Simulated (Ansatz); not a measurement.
# BTeH2 radical (SMILES [BH][TeH]): one structure at several levels

An exercise on one series of results from a longer session: the logs are not shown, and one member is left open.

Program: Ansatz 0.2.0, Gaussian basis. Level of theory: single points in def2-TZVPP. These are calculated values, not measurements.

Correlated methods freeze the cores. Filled d shells of the heavier atoms are correlated. Core potentials replace the inner electrons past krypton, and spin-orbit coupling is left out. Orbitals are unrestricted.

## Starting geometry

SMILES `[BH][TeH]`, 4 atoms, charge 0, spin multiplicity 2.

Atoms are counted from 1 here; the program's logs count them from 0.

Bond lengths: B1–Te2 2.057 Å, B1–H3 1.167 Å, Te2–H4 1.721 Å. Angles: Te2–B1–H3 130.7°, B1–Te2–H4 93.8°.

Geometry (Å):

```
atom     x (Å)     y (Å)     z (Å)
  B1  -0.07410  -0.84390   0.28710
 Te2   0.41230   1.12220  -0.06980
  H3   0.36400  -1.60890   1.05120
  H4  -0.77600   1.31250  -1.30000
```

The first run:

run/in.yaml reads:

```yaml
crystal:
  periodic: [false, false, false]
  atoms:
    - {symbol: B, position_ang: [-0.074100, -0.843900, 0.287100]}
    - {symbol: Te, position_ang: [0.412300, 1.122200, -0.069800]}
    - {symbol: H, position_ang: [0.364000, -1.608900, 1.051200]}
    - {symbol: H, position_ang: [-0.776000, 1.312500, -1.300000]}
basis:
  gaussian: {orbitals: def2-TZVPP}
magnetization: {spin_polarized: true, initial_magnetization: 1}
correlation: {method: ccsd_t}
scf: {omitted_lower_state_checks: [cluster_reference]}
output: {forces: true}
```

No record of the launch command was kept for these runs.

Among the steps run: CCSD(T)/def2-TZVPP; PBE0-D4/def2-TZVPP; wB97M-V/def2-TZVPP; r2SCAN-D4/def2-TZVPP; PBE-D4/def2-TZVPP; B97M-V/def2-TZVPP; SPW92/def2-TZVPP.

One table of the session follows, with a row left open; its other results are not shown here.

| method | RMS force component (eV/Å) | angle to CCSD(T) forces (°) | dipole (D) |
| --- | --- | --- | --- |
| CCSD(T) | 0.442 | reference | 0.90 |
| PBE0-D4 | ? | ? | ? |
| wB97M-V | 0.423 | 10.0 | 0.77 |
| r2SCAN-D4 | 0.367 | 7.2 | 0.83 |
| PBE-D4 | 0.340 | 24.8 | 1.01 |
| B97M-V | 0.325 | 11.4 | 0.94 |
| SPW92 | 0.405 | 39.0 | 1.01 |

Q: Estimate the row for PBE0-D4 from the others.

**Answer.** RMS force component (eV/Å): 0.397; angle to CCSD(T) forces (°): 7.6; dipole (D): 0.83. In the column «RMS force component (eV/Å)» it lies between r2SCAN-D4 (0.367) and SPW92 (0.405).
